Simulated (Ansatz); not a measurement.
I need vertical and adiabatic energies of changing the electron count of GeH₄S₂, SMILES [SH][GeH2][SH]. Use Ansatz's Python interface. Use (for the species named): r2SCAN, def2-SVP basis, multiplicity 1.

```xyz
7

S    -2.1338    0.0858   -0.0612
Ge    0.0027    0.4468    0.1248
S     0.9798   -1.5036    0.4248
H    -1.9351   -0.6937   -1.1960
H     0.5536    1.1016   -1.1847
H     0.2870    1.3909    1.3357
H     2.3070   -0.8958    0.5109
```

Script `adiabatic.py`:
```python
'''Vertical and adiabatic ionisation of GeH4S2.'''

import itertools

import ansatz as az
from ase.data import atomic_numbers, covalent_radii
import numpy as np

geometry_ang = [
    ('S', (-2.1338, 0.0858, -0.0612)),
    ('Ge', (0.0027, 0.4468, 0.1248)),
    ('S', (0.9798, -1.5036, 0.4248)),
    ('H', (-1.9351, -0.6937, -1.196)),
    ('H', (0.5536, 1.1016, -1.1847)),
    ('H', (0.287, 1.3909, 1.3357)),
    ('H', (2.307, -0.8958, 0.5109)),
]
system = az.Crystal.molecule()
for symbol, xyz in geometry_ang:
    system = system.atom(symbol, xyz)

base = (
    system.calculation()
    .basis(gaussian='def2-SVP')  # the orbital basis, by name
    .functional('r2scan')
    .accuracy('medium')  # preset for grids and thresholds
)
symbols = [site.symbol for site in system.cartesian_sites]
start = np.array([site.position_ang for site in system.cartesian_sites], dtype=float)
rep = base.relax(force_tolerance=0.01).run(threads=1).report
end = np.array(rep['positions_ang'])

minimum = az.Crystal.molecule()
for symbol, place in zip(symbols, end):
    minimum = minimum.atom(symbol, place.tolist())
ion = (
    minimum.calculation()
    .basis(gaussian='def2-SVP')  # the orbital basis, by name
    .functional('r2scan')
    .accuracy('medium')  # preset for grids and thresholds
    .charge(1)  # electrons removed from the neutral system
    .spin('collinear', total=1)  # spin-polarised run
)
vertical = ion.run(threads=1).report
settled = ion.relax(force_tolerance=0.01, max_steps=80).run(threads=1).report
print(f'vertical ionisation energy   {vertical["free_energy_ev"] - rep["free_energy_ev"]:.3f} eV')
print(f'adiabatic, no zero point     {settled["free_energy_ev"] - rep["free_energy_ev"]:.3f} eV')
print(f'relaxation energy of the ion {vertical["free_energy_ev"] - settled["free_energy_ev"]:.3f} eV')
ionised = np.array(settled['positions_ang'])
# pairs closer than 1.2 times the sum of covalent radii, before or after
radius = [covalent_radii[atomic_numbers[s]] for s in symbols]
span = lambda where, i, j: np.linalg.norm(where[i] - where[j])
bonded = [(i, j) for i, j in itertools.combinations(range(len(symbols)), 2) if min(span(end, i, j), span(ionised, i, j)) < 1.2 * (radius[i] + radius[j])]
print('pair        before    after (A)')
for i, j in bonded:
    print(f'{symbols[i]}{i}-{symbols[j]}{j}'.ljust(10), f'{span(end, i, j):8.4f} {span(ionised, i, j):8.4f}')
```

```console
$ python adiabatic.py
vertical ionisation energy   9.199 eV
adiabatic, no zero point     8.791 eV
relaxation energy of the ion 0.408 eV
pair        before    after (A)
S0-Ge1       2.2323   2.2722
S0-H3        1.3518   1.3593
Ge1-S2       2.2323   2.2722
Ge1-H4       1.5357   1.5198
Ge1-H5       1.5291   1.5166
S2-H6        1.3518   1.3593
```

The settings weren't tested for convergence. The energies are electronic: no zero-point or thermal terms, and the basis set is short of its limit. The product may relax into another structure. Each relaxation finds its nearest minimum, which needn't be the lowest. Wall time of the script: 5.8 min on 1 thread of Arm Neoverse V1, with other jobs on the host, peak memory 0.32 GiB.
